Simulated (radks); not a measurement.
# Rb⁴⁺ in [Ar] 3d10 4s2 4p3: an all-electron calculation

What are the levels of the rubidium ion Rb4+, how large are its shells, and how does its energy divide?

Method: scalar-relativistic Kohn-Sham, exchange-only LDA, spin-polarised, spherical densities, finite nucleus; open shells are filled with parallel spins first. Code: radks (a radial shooting solver on a logarithmic mesh, Libxc functionals) version 1.

### 1 What is computed

- element: rubidium (Z = 37)
- charge: +4
- electrons: 33
- configuration: [Ar] 3d10 4s2 4p3
- nuclear rms radius: 4.2036 fm

Outer shells as boxes (Hund's rule):

Rb⁴⁺
```
[Ar] core
3d [↑↓][↑↓][↑↓][↑↓][↑↓]
4s [↑↓]
4p [↑ ][↑ ][↑ ]
```

### 2 Self-consistent calculation

Settings of this run:

```text
Z 37
configuration [Ar] 3d10 4s2 4p3
relativity scalar-relativistic
functional lda,
spin polarised
nucleus finite rms 4.2036 fm
c 137.035999084
```

**Question.** What will this run give?

**Answer**, as computed:

```
                        quantity                   value
                    total energy     -2969.93716 hartree
exchange-correlation share of it                  3.11 %
                            −T/E                  1.0247
          highest occupied level       4p up, -60.931 eV
    most extended occupied level  4p up, <r> = 1.52 bohr
 radius at density 0.001 e/bohr³               3.03 bohr
    maxima of the radial density                       3
         ionisation energy, NIST        68.4 (theory) eV
```

What this shows: The radial density shows 3 maxima for 4 occupied principal shells; where shells overlap, one shows as a shoulder or not at all. Relativity lifts −T/E to 1.025. The top level binds by 60.931 eV, 89 % of the NIST ionisation energy of 68.4 eV; the potential of a semilocal functional falls off too fast, so its top eigenvalue is too shallow. Open shells are spherical and high-spin; term and fine-structure splittings are not resolved.
